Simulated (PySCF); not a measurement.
# One shape, several levels: CH3BFNO (SMILES NC1(F)BO1)

Aim: a comparison of 5 runs (HF/3-21G, HF/def2-SVP, B3LYP/6-31G*, wB97X/aug-cc-pVDZ) of CH3BFNO. The job is set up through a Python script.

The results are computed with PySCF 2.14.0.

## Step 1: The system as given

CH3BFNO has 8 atoms, charge 0, and is taken as a singlet. As SMILES, `NC1(F)BO1`. The coordinates come from a PBE0-D4/def2-TZVP relaxation. This is one conformer, not always the lowest.

Bond lengths: N1–C2 1.387 Å, C2–F3 1.372 Å, C2–B4 1.510 Å, C2–O5 1.462 Å, B4–O5 1.335 Å, N1–H6 1.009 Å, N1–H7 1.013 Å, B4–H8 1.182 Å. Some angles: N1–C2–F3 113.8°, N1–C2–B4 127.1°, N1–C2–O5 115.3°, F3–C2–B4 118.6°, F3–C2–O5 108.3°, B4–C2–O5 53.3°, C2–B4–O5 61.5°, C2–O5–B4 65.2°, C2–N1–H6 112.2°, C2–N1–H7 112.6°.

## Step 2: Energy and gradient at HF/3-21G (run 1)

Input file job.py:

```python
from pyscf import gto

molecule = gto.Mole()
molecule.atom = '''
N     -0.431000     1.148400     0.184600
C      0.054100    -0.061200    -0.289600
F      0.122100    -0.132700    -1.658300
B      0.337600    -1.307200     0.515100
O      1.346900    -0.473000     0.255300
H     -1.439500     1.170100     0.211400
H     -0.075300     1.941600    -0.336200
H      0.177200    -2.343100     1.061900
'''
molecule.basis = '3-21g'
molecule.verbose = 3
molecule.charge = 0
molecule.max_memory = 1860
molecule.build()

mf = molecule.RHF()
mf.conv_tol = 1e-10
mf.kernel()
if not mf.converged:
    mf = mf.newton().run(mf.mo_coeff, mf.mo_occ)

e_final = mf.e_tot
print('Final energy', e_final)
grad = mf.nuc_grad_method().kernel()
dip = mf.dip_moment()
pop, q = mf.mulliken_pop()
```

Started as:

```sh
$ OMP_NUM_THREADS=1 python job.py
```

The program printed:

```text
converged SCF energy = -291.406648094208
Final energy -291.4066480942079
[... 8 lines left out ...]
Dipole moment(X, Y, Z, Debye): -2.63172,  0.13339,  0.49179
[... 60 lines left out ...]
charge of    7H =      0.01317
```

Run time: 4.5 s. Hardware: 1 thread of Intel Xeon at 2.50GHz (Skylake/Cascade Lake), shared host; peak memory 0.12 GiB.

## Step 3: Energy and gradient at HF/def2-SVP (run 2)

Input file calc.py:

```python
import pyscf.grad
from pyscf import gto, scf

mol = gto.Mole()
mol.atom = '''
N     -0.431000     1.148400     0.184600
C      0.054100    -0.061200    -0.289600
F      0.122100    -0.132700    -1.658300
B      0.337600    -1.307200     0.515100
O      1.346900    -0.473000     0.255300
H     -1.439500     1.170100     0.211400
H     -0.075300     1.941600    -0.336200
H      0.177200    -2.343100     1.061900
'''
mol.verbose = 4
mol.spin = 0
mol.basis = 'def2-svp'
mol.max_memory = 1860
mol.build()

calc0 = scf.RHF(mol)
calc0.conv_tol = 1e-10
calc0.kernel()
if not calc0.converged:
    calc0 = calc0.newton().run(calc0.mo_coeff, calc0.mo_occ)

e_tot = calc0.e_tot
print('E(%s) = %.9f' % ('HF', e_tot))
grad = calc0.Gradients().kernel()
calc0.analyze()
```

Started as:

```sh
$ OMP_NUM_THREADS=1 python calc.py
```

The program printed:

```text
PySCF version 2.14.0

[... 92 lines left out ...]
MO #5   energy= -7.66147806945928  occ= 2
[... 15 lines left out ...]
MO #21  energy= 0.176006499637391  occ= 0
[... 15 lines left out ...]
MO #37  energy= 0.850506497884841  occ= 0
[... 15 lines left out ...]
MO #53  energy= 1.68529531515354   occ= 0
[... 15 lines left out ...]
MO #69  energy= 2.6759327006569    occ= 0
[... 15 lines left out ...]
MO #85  energy= 4.22104432159829   occ= 0
[... 96 lines left out ...]
Dipole moment(X, Y, Z, Debye): -2.33863,  0.20211,  0.73050
```

Wall time 11 s (1 thread of Intel Xeon at 2.50GHz (Skylake/Cascade Lake), shared host); peak memory 0.17 GiB.

Runs 3 to 4 aren't shown in full; the table further down has their settings and results.

## Step 4: Energy and gradient at wB97X/aug-cc-pVDZ (run 5)

Input file calc.py:

```python
# NC1(F)BO1
from pyscf import gto, dft

molecule = gto.Mole()
molecule.atom = '''
N       -0.431000       1.148400       0.184600
C        0.054100      -0.061200      -0.289600
F        0.122100      -0.132700      -1.658300
B        0.337600      -1.307200       0.515100
O        1.346900      -0.473000       0.255300
H       -1.439500       1.170100       0.211400
H       -0.075300       1.941600      -0.336200
H        0.177200      -2.343100       1.061900
'''
molecule.verbose = 4
molecule.max_memory = 1860
molecule.basis = 'aug-cc-pvdz'
molecule.spin = 0
molecule.charge = 0
molecule.build()

calc0 = dft.RKS(molecule)
calc0.xc = 'wb97x'
calc0.grids.level = 5
calc0.conv_tol = 1e-10
calc0.kernel()
if not calc0.converged:
    calc0 = calc0.newton().run(calc0.mo_coeff, calc0.mo_occ)

energy = calc0.e_tot
print(f'total energy: {energy:.8f} hartree')
grad = calc0.nuc_grad_method().kernel()
calc0.analyze()
```

Started as:

```sh
$ OMP_NUM_THREADS=1 python calc.py
```

The program printed:

```text
PySCF version 2.14.0

[... 115 lines left out ...]
MO #12  energy= -0.634545641621432 occ= 2
[... 25 lines left out ...]
MO #38  energy= 0.245325066114043  occ= 0
[... 25 lines left out ...]
MO #64  energy= 0.608892244488212  occ= 0
[... 25 lines left out ...]
MO #90  energy= 1.29266493651067   occ= 0
[... 25 lines left out ...]
MO #116 energy= 2.20671568364432   occ= 0
[... 25 lines left out ...]
MO #142 energy= 4.83056630110252   occ= 0
[... 153 lines left out ...]
Dipole moment(X, Y, Z, Debye): -1.88508,  0.27982,  0.65992
```

Run time: 4 min. Hardware: 1 thread of Intel Xeon at 2.50GHz (Skylake/Cascade Lake), shared host; peak memory 1.6 GiB.

## Step 5: Overview of the runs

```tsv
run	level	integration grid	Cartesian functions	energy (Eh)	dipole moment (D)	HOMO energy (eV)	LUMO energy (eV)	wall time
1	HF/3-21G	–	no	-291.406648	2.68	-11.51	3.45	4.5 s
2	HF/def2-SVP	–	no	-292.804251	2.46	-11.70	3.16	11 s
3	B3LYP/6-31G* (spherical functions)	5	no	-294.554696	1.97	-7.46	-0.43	48 s
4	B3LYP/6-31G* (Cartesian functions)	5	yes	-294.558999	1.97	-7.47	-0.44	50 s
5	wB97X/aug-cc-pVDZ	5	no	-294.538685	2.02	-10.64	1.06	4 min
```

## Step 6: Outcome

| quantity | value |
| --- | --- |
| run 5: total energy | -294.53868 Eh |
| run 5: dipole moment | 2.02 D |
| run 5: HOMO energy | -10.64 eV |
| run 5: LUMO energy | 1.06 eV |
| run 5: HOMO–LUMO gap | 11.70 eV |
| run 5: largest force on an atom | 0.576 eV/Å |

The dipole moment (its size) runs from 1.97 D (B3LYP/6-31G*) to 2.68 D (HF/3-21G). The two ends differ in method and basis. The HOMO–LUMO gap runs from 7.03 eV (B3LYP/6-31G*) to 14.96 eV (HF/3-21G). Totals of different functionals can't be ranked against each other. All runs together took 5.9 min, the longest 4 min.
